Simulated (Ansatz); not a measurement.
Here is an Ansatz 0.2.0 calculation.

The input input.yaml:

```yaml
crystal:
  lattice:
    - [-2.300904, 2.300904, 5.516494]
    - [2.300904, -2.300904, 5.516494]
    - [2.300904, 2.300904, -5.516494]
  atoms:
    - { symbol: Te, position: [0.0, 0.0, 0.0] }
    - { symbol: Sn, position: [0.5, 0.5, 0.0] }
    - { symbol: Sn, position: [0.25, 0.75, 0.5] }
    - { symbol: Sn, position: [0.75, 0.25, 0.5] }
kpoints:
  mp_grid: { grid: [8, 8, 8] }
  band_path:
    path:
      - [0.0, 0.0, 0.0]
      - [0.5, -0.5, 0.0]
      - [0.5, -0.5, 0.0869842658]
      - [0.2934921329, -0.2934921329, 0.2934921329]
      - [0.0, 0.0, 0.0]
      - [0.5, 0.5, -0.5]
      - [0.7065078671, 0.2934921329, -0.2934921329]
      - [0.5, 0.0, 0.0]
    npoints: 10
scf:
  occupations: { method: fermi_dirac, width: 0.05 }
hamiltonian:
  xc: pbesol
  pseudopotentials: { kind: all_electron, lapw: { basis_error: 0.002 } }
output:
  forces: true
  stress: true
  eigenvalues: true
```

Potentials or basis: all-electron LAPW, scalar-relativistic.

Command:

```sh
$ ansatz run input.yaml --threads 2 --pin off --max-ram 8192MiB --backend cpu --events-out ev --progress --plain --runs-dir out
```

Task: Predict the pressure.

Result: -3.0 GPa.

Task: Estimate the band gap along the path.

Result: None (metal or under the smearing width).

Levels at the corners of the path, in eV from the Fermi level:
| point | band 43 | band 44 | band 45 | band 46 | band 47 | band 48 |
| --- | --- | --- | --- | --- | --- | --- |
| Γ | -3.07 | -1.61 | -1.61 | -0.34 | 0.39 | 2.66 |
| X | -3.18 | -2.45 | -1.56 | -0.49 | 2.54 | 2.66 |
| Y | -3.11 | -2.36 | -1.44 | -0.38 | 2.31 | 2.35 |
| S | -1.28 | -0.52 | -0.29 | -0.13 | 1.15 | 1.15 |
| Γ | -3.07 | -1.61 | -1.61 | -0.34 | 0.39 | 2.66 |
| Z | -1.06 | -0.15 | -0.15 | 0.52 | 1.53 | 1.99 |
| S1 | -1.28 | -0.52 | -0.29 | -0.13 | 1.15 | 1.15 |
| N | -1.90 | -0.87 | -0.64 | 0.67 | 1.04 | 1.06 |

Caveat: spin-orbit coupling is left out, which moves the levels of the heavy elements.
